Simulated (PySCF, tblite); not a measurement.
# C₃H₇BrSSi₂: geometry, infrared bands and NMR shifts

Aim: predict the infrared bands and NMR shifts of C₃H₇BrSSi₂ (`C#C[Si@@H](Br)[SiH2]SC`).

Programs: tblite 0.8.0 and PySCF 2.14.0, with density-fitted response routines of our own. Each step states its level of theory. These are calculated values for one molecule in the gas phase, unless marked as measured. Atoms are numbered from 0 throughout.

## 1. The molecule as given

14 atoms, charge 0, multiplicity 1; geometry from: force field or distance geometry start.

Bonds of the start (Å): C0–C1 1.20, C1–Si2 1.83, Si2–Br3 2.25, Si2–Si4 2.25, Si4–S5 2.17, S5–C6 1.84, C0–H7 1.04, Si2–H8 1.46, Si4–H9 1.46, Si4–H10 1.46, C6–H11 1.11, C6–H12 1.10, C6–H13 1.10.

## 2. Relaxing the molecule with GFN2-xTB

What the job is given:

```
{"job": {"kind": "relax", "xc": "GFN2-xTB", "basis": "xTB"}, "charge": 0, "multiplicity": 1}
C     -1.696400     0.179700    -2.641500
C     -1.442400     0.448800    -1.503700
Si    -1.008200     0.846200     0.228900
Br    -2.594400     2.094800     1.220300
Si    -0.521800    -0.996600     1.415600
S      1.378500    -1.678400     0.632700
C      2.255100    -0.161600     0.078700
H     -1.943100    -0.047200    -3.621800
H      0.222800     1.631800     0.181100
H     -1.500900    -2.049000     1.135600
H     -0.350100    -0.715900     2.840000
H      1.910300     0.649600     0.755000
H      3.339800    -0.252300     0.218900
H      1.950200     0.049500    -0.962100
```

Command:

```console
OMP_NUM_THREADS=1 python probes_run.py task.json out
```

One launch serves the whole session: the jobs run in the order shown.

**Question.** This job is followed by: GFN2-xTB harmonic vibrations, gas phase; GIAO PBE0/pcSseg-1 NMR shielding, non-relativistic, gas phase. What will the session give for the following? strongest single infrared mode (GFN2-xTB); zero-point energy (GFN2-xTB); 13C shifts against TMS (PBE0/pcSseg-1); 1H shifts against TMS (PBE0/pcSseg-1, means over atoms taken as alike); 29Si shifts against TMS (PBE0/pcSseg-1); 79Br shifts against HBr (PBE0/pcSseg-1); 33S shifts against CS2 (PBE0/pcSseg-1); surface potential, 1st and 99th percentile.

As calculated:

```
                                                              quantity                             value
                             strongest single infrared mode (GFN2-xTB)              646 cm⁻¹, 451 km/mol
                                          zero-point energy (GFN2-xTB)                     52.3 kcal/mol
                                13C shifts against TMS (PBE0/pcSseg-1)             109.6, 86.2, 15.6 ppm
1H shifts against TMS (PBE0/pcSseg-1, means over atoms taken as alike)  5.85, 4.78, 4.71, 2.42, 2.01 ppm
                               29Si shifts against TMS (PBE0/pcSseg-1)                  -39.6, -48.8 ppm
                               79Br shifts against HBr (PBE0/pcSseg-1)                          -108 ppm
                                33S shifts against CS2 (PBE0/pcSseg-1)                          -211 ppm
                                 surface potential, 1st and 99th percentile                -0.90 V and 1.59 V
```

What this shows: Relaxing lowered the energy by 0.348 eV in 101 steps; the close pair that moved most is Si2–Si4, from 2.245 to 2.317 Å. No mode is imaginary among the 36: a minimum at this level. The strongest single mode, at 646 cm⁻¹, moves mainly H8. GFN2-xTB is a fitted tight-binding method: band positions and strengths are rough. Its intensities can rank the bands wrongly. At PBE0/pcSseg-1: Shielding is most anisotropic at Br3 (span 423 ppm, paramagnetic term -393 ppm). By nearest atom (PBE0/pcSseg-1), the HOMO sits on S5 72 % and the LUMO on Si2 24 %; Br3 16 %. Spin-orbit coupling is left out, which matters for shieldings and couplings at and beside the heavy atoms.
